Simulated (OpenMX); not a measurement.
AlN:

```
Al N
1.0
     3.11300    0.00000    0.00000
    -1.55650    2.69594    0.00000
     0.00000    0.00000    4.98100
Al N
2 2
Direct
  0.66667 0.33333 0.50000
  0.33333 0.66667 0.00000
  0.66667 0.33333 0.88000
  0.33333 0.66667 0.38000
```

Program: OpenMX 3.8.5. Alike in all runs: task single point; potentials or basis OpenMX 2013 PBE set, Al7.0-s2p2d1, N6.0-s2p2d1, grid cutoff 400 Ry; no spin polarisation; cell as given; k mesh 7 × 7 × 5; smearing fermi-dirac 0.05 eV.

Q: Order these runs on this cell by their pressure, lowest first.
A. level PBE
B. level PBE+D3
C. level PBE+D4

A: C (-1.8 GPa), B (0.1 GPa), A (2.8 GPa).

Caveats: the basis of atomic orbitals isn't converged, which shifts pressures, moduli and gaps.
